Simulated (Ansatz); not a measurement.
# AlZn3: the cost of one run

Computed with Ansatz 0.2.0 (DFT PBE, scalar-relativistic, plane waves, PAW, unless a step's input says otherwise).

2 further runs of the same task are left out: 1 that didn't finish, 1 set aside as unsound or not needed.

### 1 The structure to begin with

It takes space group Pm-3n (No. 223, cubic). Conventional cell: a = 5.040 Å, b = 5.040 Å, c = 5.040 Å, α = 90.00°, β = 90.00°, γ = 90.00°. Al (site symmetry m-3) has 12 Zn at 2.82 Å as nearest neighbours. Zn (site symmetry -4m2) has 2 Zn at 2.52 Å and 4 Al at 2.82 Å as nearest neighbours.

As a file:

```cif
data_structure
_symmetry_space_group_name_H-M 'Pm-3n'
_symmetry_Int_Tables_number 223
_cell_length_a 5.0403
_cell_length_b 5.0403
_cell_length_c 5.0403
_cell_angle_alpha 90.000
_cell_angle_beta 90.000
_cell_angle_gamma 90.000
_cell_volume 128.04
loop_
_atom_site_label
_atom_site_type_symbol
_atom_site_symmetry_multiplicity
_atom_site_Wyckoff_symbol
_atom_site_fract_x
_atom_site_fract_y
_atom_site_fract_z
_atom_site_occupancy
Al1 Al 2 a 0.00000 0.00000 0.00000 1
Zn1 Zn 6 c 0.25000 0.00000 0.50000 1
```

It is the end of an earlier relaxation with the same method, from a generated guess; it is a trial structure. At a tolerance of 0.05 Å it has space group Pm-3n (No. 223); it has 16.01 Å³/atom, an uncorrected energy of +0.07 eV/atom over the elements.

### 2 Bands, states and charges

Input file input.yaml:

```yaml
crystal:
  lattice:
    - [5.0402626, 0.0, 0.0]
    - [0.0, 5.0402626, 0.0]
    - [0.0, 0.0, 5.0402626]
  atoms:
    - { symbol: Al, position: [0.0, 0.0, 0.0] }
    - { symbol: Al, position: [0.5, 0.5, 0.5] }
    - { symbol: Zn, position: [0.25, 0.0, 0.5] }
    - { symbol: Zn, position: [0.5, 0.75, 0.0] }
    - { symbol: Zn, position: [0.75, 0.0, 0.5] }
    - { symbol: Zn, position: [0.5, 0.25, 0.0] }
    - { symbol: Zn, position: [0.0, 0.5, 0.75] }
    - { symbol: Zn, position: [0.0, 0.5, 0.25] }
basis:
  ecutwfc: 420
kpoints:
  mp_grid: { grid: [8, 8, 8] }
  band_path:
    path:
      - [[0.0, 0.0, 0.0], [0.0, 0.5, 0.0], [0.5, 0.5, 0.0], [0.0, 0.0, 0.0], [0.5, 0.5, 0.5], [0.0, 0.5, 0.0]]
      - [[0.5, 0.5, 0.5], [0.5, 0.5, 0.0]]
    npoints: 14
hamiltonian:
  xc: pbe
scf:
  occupations: { method: gaussian, width: 0.1 }
  n_extra_bands: 20
output:
  forces: true
  stress: true
  eigenvalues: true
  populations: true
  dos: { projected: true, de: 0.02, nscf_kmesh: { grid: [10, 10, 10] } }
  bader: true
  write_density: true
  write_potential: true
  elf: true
  volumetric_format: npy
```

The run is started by

```
> ansatz run input.yaml --threads 4 --pin off --max-ram 8192MiB --backend cpu --events-out ev --progress --plain --runs-dir out
```

Q: Estimate wall time and peak memory on 4 threads of Arm Neoverse V1, shared host.

About 29 s, with a peak of 0.71 GiB.
